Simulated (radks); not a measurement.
**Ar⁴⁺ in [Ne] 3s1 3p2 4s1: an all-electron calculation**

An exercise on one series of results from a longer session: the logs are not shown, and one member is left open.

Program: radks (a radial shooting solver on a logarithmic mesh, Libxc functionals) version 1. Level of theory: non-relativistic Kohn-Sham, XLYP, spin-unpolarised, spherical densities, point nucleus. These are calculated values, not measurements, unless marked.

## Starting point

- element: argon (Z = 18)
- charge: +4
- electrons: 14
- configuration: [Ne] 3s1 3p2 4s1

Outer shells as boxes (Hund's rule):

Ar⁴⁺
```
[Ne] core
3s [↑ ]
3p [↑ ][↑ ][  ]
4s [↑ ]
```

The first run:

Input:

```text
Z 18
configuration [Ne] 3s1 3p2 4s1
relativity non-relativistic
functional xlyp
spin unpolarised
nucleus point
```

One of the session's tables, all rows but one given; the rest of the session is left out.

It belongs to the step «Orbitals and density». From the orbitals of this run (lengths in bohr):

```
level      <r>  outermost maximum (interpolated)  90 % within  nodes
   1s  0.08617                            0.0565        0.154      0
   2s        ?                                 ?            ?      ?
   2p   0.3749                             0.280        0.620      0
   3s    1.231                              1.10         1.81      2
   3p    1.297                              1.14         1.95      1
   4s    2.745                              2.62         3.91      3
```

Estimate the missing values for 2s.

**Answer.** <r>: 0.4147; outermost maximum (interpolated): 0.340; 90 % within: 0.647; nodes: 1. In the column «<r>» it lies between 2p (0.3749) and 3s (1.231).
